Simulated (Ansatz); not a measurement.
A nudged elastic band was laid between two geometries of a periodic cell of 17 atoms, Si (host Si, host structure diamond, interstitial Si).

Computed with DFT PBE-D3(BJ), scalar-relativistic, plane waves, PAW (Ansatz 0.2.0). Settings: PAW set soft_1, cutoff 420 eV, k mesh 2x2x2, gaussian smearing 0.02 eV, no spin polarisation.

```yaml
movable_images: 2
climbing_image: no
spring: 5.0 eV/Å²
optimiser: quadratic models (default)
start_path: default
force_threshold: 0.05 eV/Å
iteration_limit: 50
end_points: relaxed
```

First end point:

```xyz
17
Lattice="0.0000 5.4300 5.4300 5.4300 0.0000 5.4300 5.4300 5.4300 0.0000" Properties=species:S:1:pos:R:3
Si -0.022 0.022 -0.029
Si 1.357 1.388 1.354
Si 2.719 2.711 -0.007
Si 4.042 4.073 1.354
Si 2.738 0.022 2.735
Si 4.073 1.357 4.068
Si 5.408 2.692 2.735
Si 6.788 4.072 4.102
Si -0.006 2.707 2.714
Si 1.358 4.072 4.031
Si 2.723 5.436 2.714
Si 4.073 6.787 4.071
Si 2.738 2.692 5.401
Si 4.104 4.071 6.784
Si 5.426 5.433 5.422
Si 6.789 6.756 6.784
Si 6.788 9.502 6.781
```

Last end point:

```xyz
17
Lattice="0.0000 5.4300 5.4300 5.4300 0.0000 5.4300 5.4300 5.4300 0.0000" Properties=species:S:1:pos:R:3
Si 0.001 0.000 0.001
Si 1.356 1.350 1.356
Si 2.719 2.710 0.035
Si 4.080 4.074 1.354
Si 2.716 0.030 2.716
Si 4.076 1.352 4.076
Si 5.399 2.711 2.714
Si 6.769 4.089 4.095
Si 0.035 2.710 2.719
Si 1.354 4.074 4.080
Si 2.717 5.392 2.717
Si 4.101 6.757 4.101
Si 2.715 2.711 5.399
Si 4.095 4.089 6.769
Si 5.433 5.418 5.432
Si 6.764 6.758 6.764
Si 8.148 8.133 8.147
```

(1) What changes between the two ends?

(2) Give the energies along the band, and the barrier.

(3) What is the geometry of the highest image?

## Answers

(1) Contacts lost: Si1–Si17. Contacts made: Si12–Si17. The atom that moves furthest is Si17, by 2.36 Å; four of its nearest neighbours are Si13 2.39, Si1 2.39, Si7 2.39, Si5 2.39 Å at the first end and Si12 2.39, Si16 2.39, Si14 2.39, Si8 2.39 Å at the last.

(2) The forces met the threshold. The highest image is number 1 of 0 to 3, 0.277 eV above the ends, which have the same energy within 2 meV. No image climbed, so the highest image needn't sit at the top of the path. Limits of this set-up: coarse k mesh, a small cell, in which the defect meets its images.

```json
{"image": "0", "path coordinate (Å)": "0.00", "energy (eV)": "0.000", "Si1–Si17 (Å)": "2.39", "Si12–Si17 (Å)": "4.70"}
{"image": "1", "path coordinate (Å)": "1.12", "energy (eV)": "0.277", "Si1–Si17 (Å)": "2.63", "Si12–Si17 (Å)": "3.75"}
{"image": "2", "path coordinate (Å)": "2.25", "energy (eV)": "0.276", "Si1–Si17 (Å)": "3.76", "Si12–Si17 (Å)": "2.62"}
{"image": "3", "path coordinate (Å)": "3.37", "energy (eV)": "0.000", "Si1–Si17 (Å)": "4.70", "Si12–Si17 (Å)": "2.39"}
```

(3) 
```xyz
17
Lattice="0.0000 5.4300 5.4300 5.4300 0.0000 5.4300 5.4300 5.4300 0.0000" Properties=species:S:1:pos:R:3
Si 0.271 -0.272 0.268
Si 1.408 1.434 1.405
Si 2.659 2.770 -0.039
Si 3.996 4.019 1.406
Si 2.823 0.199 2.823
Si 4.317 1.112 4.313
Si 5.232 2.605 2.822
Si 6.722 4.138 4.078
Si -0.036 2.771 2.655
Si 1.408 4.021 3.992
Si 2.659 5.465 2.655
Si 3.952 6.908 3.948
Si 2.823 2.603 5.225
Si 4.080 4.137 6.719
Si 5.301 5.558 5.298
Si 6.723 6.778 6.718
Si 7.219 9.070 7.215
```

Run time: 110 s on 1 thread of Arm Neoverse V1, with other jobs on the host, peak memory 0.65 GiB.
